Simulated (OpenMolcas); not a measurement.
# Cu²⁺ among point charges: CASSCF and CASPT2 levels and susceptibility

How does a field of 6 point charges split the states of Cu²⁺, and what χT follows?

Method: state-averaged CASSCF and CASPT2, spin-orbit coupling by RASSI with atomic mean-field integrals. Code: OpenMolcas 26.06.

## 1. The system

| Quantity | Value |
| --- | --- |
| Species | Cu²⁺ (copper, Z = 29, 27 electrons) |
| Basis | ANO-RCC-VDZP [5s4p2d1f], 34 functions |
| Scalar Hamiltonian | DKH2, point nucleus |
| Inactive shells | 1s 2s 2p 3s 3p |
| Active space | 9 electrons in 5 orbitals (3d) |
| Some configurations of this space | 3d9 |
| Orbitals | optimised for each spin and parity, averaged over all roots |

Outer shells as boxes (Hund's rule):

3d9
```
3d [↑↓][↑↓][↑↓][↑↓][↑ ]
```

The ion sits among 6 point charges of -1.3 e arranged as a trigonal antiprism (D3d), 2.02 Å from the ion, with a polar angle of 58.6° against the regular 54.74°.

Each step is its own input file, run in one work folder so that later steps find the files of earlier ones. Labels, J, g values, rates, χT and fits are worked out afterwards by a script from the matrices that RASSI stores. The input lists half of the charges; inversion (Group=XYZ) makes the rest.

## 2. GATEWAY and SEWARD: basis and integrals

File a.inp:

```
&GATEWAY
Coord
1

Cu 0.0 0.0 0.0
Basis=ANO-RCC-VDZP
Group=XYZ
NoMove
AngMom=0.0 0.0 0.0
AMFI
XField
3 Angstrom 0
0.000000 1.723568 1.053429 -1.300000
1.492654 -0.861784 1.053429 -1.300000
1.492654 0.861784 -1.053429 -1.300000
&SEWARD
```

Run with:

```
> OMP_NUM_THREADS=1 MOLCAS_MEM=1689 MOLCAS_PROJECT=a pymolcas a.inp > a.log
```

## 3. Reference wave functions, doublets of even parity, 5 roots

File a.inp:

```
&RASSCF
FileOrb=start.orb
Symmetry=1
Spin=2
nActEl=9 0 0
Inactive=3 6
Ras2=5 0
CIRoot=5 5 1
SDav=5
CIMx=300
Iter=120 100
PrWF=0.3
OrbListing=Nothing
MaxOrb=0
>>> COPY $Project.JobIph JOB001
```

start.orb holds the contracted functions of the basis, ordered by shell, or the orbitals of the step before.

## 4. State interaction with spin-orbit coupling

File a.inp:

```
&RASSI
NrOfJobIphs=1 5
1 2 3 4 5
IphNames
JOB001
EJob
SpinOrbit
DIPRint=1.0
SOCoupling=1000.0
Subsets=2
Property=9
'ANGMOM' 1 'ANGMOM' 2 'ANGMOM' 3 'MLTPL  1' 1 'MLTPL  1' 2 'MLTPL  1' 3
'AMFI' 1 'AMFI' 2 'AMFI' 3
SOProperty=3
'ANGMOM' 1 'ANGMOM' 2 'ANGMOM' 3
```

## 5. CASPT2: IPEA 0.25, imaginary shift 0.1 (closed shells correlated: 3s 3p)

File a.inp:

```
>>> COPY JOB001 $Project.JobIph
&CASPT2
Multistate=5 1 2 3 4 5
NoMult
Frozen=2 3
IPEA=0.25
Imaginary=0.1
MaxIter=60
WThr=0.0 0.3 0.05
PrWF=0.5
NoMix
```

(Steps that only read results are left out.)

**Question.** What will these runs give? Wanted: spin-free ground state; first state of the same spin within the active space; lowest level; next level.

The runs gave:

| quantity | value |
| --- | --- |
| method | SS-CASPT2, IPEA 0.25, imaginary shift 0.1 (closed shells correlated: 3s 3p) |
| spin-free ground state | 2E, 2-fold in its orbital part |
| first state of the same spin within the active space | 2E at 2700 cm⁻¹ |
| lowest level | 2-fold E1/2, g = 0.22, 0.22, 4.85 |
| next level | 657.2 cm⁻¹ |
| χT at 300 K | 1.01 cm³ K/mol |
| effective moment at 300 K | 2.85 μB |

Cost by method:

```tsv
method	time of its own steps	time with the reference
A. CASSCF	2.4 s	2.4 s
B. SS-CASPT2, IPEA 0.25, imaginary shift 0.1, +3s 3p	0.62 s	3 s
```

Times are of one thread on a shared host.

In words: The spin-free ground state (2E) comes to 100 % from free-ion D terms and keeps the highest spin of the shell. χT at 300 K is 1.01, against 0.38 cm³ K/mol for the spin alone, so orbital moment adds to it. CASPT2 does not keep the components of a term degenerate, and the means are used. The field of point charges can differ much from that of real complexes. Point charges carry no covalency, so the field is a model and not that of real ligands.
